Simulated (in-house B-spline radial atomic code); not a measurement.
# B²⁺ in a hard spherical wall

What does confinement do to B²⁺? The free system is solved first, then the same system inside hard walls. More than one configuration is followed.

The numbers are computed with in-house B-spline radial atomic code version 1 (Dirac-Coulomb LDA (Slater, VWN5), spherical fractional occupations, Fermi nucleus, basis-set limit), except any that are marked as measured or tabulated.

**1. The atom as given**

```
element       : boron (Z = 5)
charge        : +2
electrons     : 3
configuration : [He] 2s1
Hamiltonian   : Dirac-Coulomb
nucleus       : Fermi, rms radius 2.406 fm
```

Outer shells as boxes (Hund's rule):

[He] 2s1
```
[He] core
2s [↑ ]
```

The boxes only draw the filling; these runs are spin-restricted and spherical.

Settings, as recorded:

```ini
Z = 5
electrons = 3.0
configuration = [He] 2s1
hamiltonian = dirac
method = lda,vwn
spin_polarised = False
nucleus = fermi
rms_radius = 2.406
mass_number = 11
atomic_mass = 11.009305166
speed_of_light = 137.035999084
```

The reference is known from an earlier run: -23.116025 hartree in all. Up to eight levels, counted from the top:

| orbital | occupation | energy (eV) | <r> (bohr) |
| --- | --- | --- | --- |
| 1s1/2 | 2 | -209.14 | 0.3306 |
| 2s1/2 | 1 | -31.335 | 1.646 |

**2. Wall at 9.84 bohr, configuration [He] 2s1**

Settings, as recorded:

```ini
Z = 5
electrons = 3.0
configuration = [He] 2s1
hamiltonian = dirac
method = lda,vwn
spin_polarised = False
nucleus = fermi
rms_radius = 2.406
mass_number = 11
atomic_mass = 11.009305166
speed_of_light = 137.035999084
wall_radius = 9.84
```

**3. Wall at 4.67 bohr, configuration [He] 2s1**

Settings: those of step 2 with these lines changed.

```diff
@@ -11,2 +11,2 @@
 speed_of_light = 137.035999084
-wall_radius = 9.84
+wall_radius = 4.67
```

**4. Wall at 3.39 bohr, configuration [He] 2s1**

Settings: those of step 3 with these lines changed.

```diff
@@ -11,2 +11,2 @@
 speed_of_light = 137.035999084
-wall_radius = 4.67
+wall_radius = 3.39
```

**5. Wall at 2.71 bohr, configuration [He] 2s1**

Settings: those of step 4 with these lines changed.

```diff
@@ -11,2 +11,2 @@
 speed_of_light = 137.035999084
-wall_radius = 3.39
+wall_radius = 2.71
```

**6. Wall at 1.71 bohr, configuration [He] 2s1**

Settings: those of step 5 with these lines changed.

```diff
@@ -11,2 +11,2 @@
 speed_of_light = 137.035999084
-wall_radius = 2.71
+wall_radius = 1.71
```

**7. Wall at 9.84 bohr, configuration [He] 2p1**

Settings, as recorded:

```ini
Z = 5
electrons = 3.0
configuration = [He] 2p1
hamiltonian = dirac
method = lda,vwn
spin_polarised = False
nucleus = fermi
rms_radius = 2.406
mass_number = 11
atomic_mass = 11.009305166
speed_of_light = 137.035999084
wall_radius = 9.84
```

**8. Wall at 4.67 bohr, configuration [He] 2p1**

Settings: those of step 7 with these lines changed.

```diff
@@ -11,2 +11,2 @@
 speed_of_light = 137.035999084
-wall_radius = 9.84
+wall_radius = 4.67
```

**9. Wall at 3.39 bohr, configuration [He] 2p1**

Settings: those of step 8 with these lines changed.

```diff
@@ -11,2 +11,2 @@
 speed_of_light = 137.035999084
-wall_radius = 4.67
+wall_radius = 3.39
```

**10. Wall at 2.71 bohr, configuration [He] 2p1**

Settings: those of step 9 with these lines changed.

```diff
@@ -11,2 +11,2 @@
 speed_of_light = 137.035999084
-wall_radius = 3.39
+wall_radius = 2.71
```

**11. Wall at 1.71 bohr, configuration [He] 2p1**

Settings: those of step 10 with these lines changed.

```diff
@@ -11,2 +11,2 @@
 speed_of_light = 137.035999084
-wall_radius = 2.71
+wall_radius = 1.71
```

Before running: What do the energy and the highest level do as the wall closes in, and which configuration is lower at each radius?

The runs gave:

| configuration | radius (bohr) | energy above the free system (eV) | highest level (eV) |
| --- | --- | --- | --- |
| [He] 2s1 | 9.84 | below noise | -31.335 (2s1/2) |
| [He] 2s1 | 4.67 | 0.0635 | -31.214 (2s1/2) |
| [He] 2s1 | 3.39 | 1.108 | -29.732 (2s1/2) |
| [He] 2s1 | 2.71 | 4.570 | -25.504 (2s1/2) |
| [He] 2s1 | 1.71 | 38.339 | 11.559 (2s1/2) |
| [He] 2p1 | 9.84 | 5.829 | -25.153 (2p3/2) |
| [He] 2p1 | 4.67 | 5.932 | -24.931 (2p3/2) |
| [He] 2p1 | 3.39 | 7.042 | -23.193 (2p3/2) |
| [He] 2p1 | 2.71 | 10.004 | -19.277 (2p3/2) |
| [He] 2p1 | 1.71 | 32.828 | 7.117 (2p3/2) |

For [He] 2s1 the energy above the free reference is below noise at 9.84 bohr and 38.339 eV at 1.71 bohr. Its highest level passes zero between 2.71 and 1.71 bohr; in smaller spheres the level is positive, pushed up by confinement, and the wall keeps the electron in. The order of [He] 2s1 and [He] 2p1 turns between 2.71 and 1.71 bohr, so at equal radius strong confinement favours [He] 2p1. A hard wall is a crude model of an atom's surroundings.
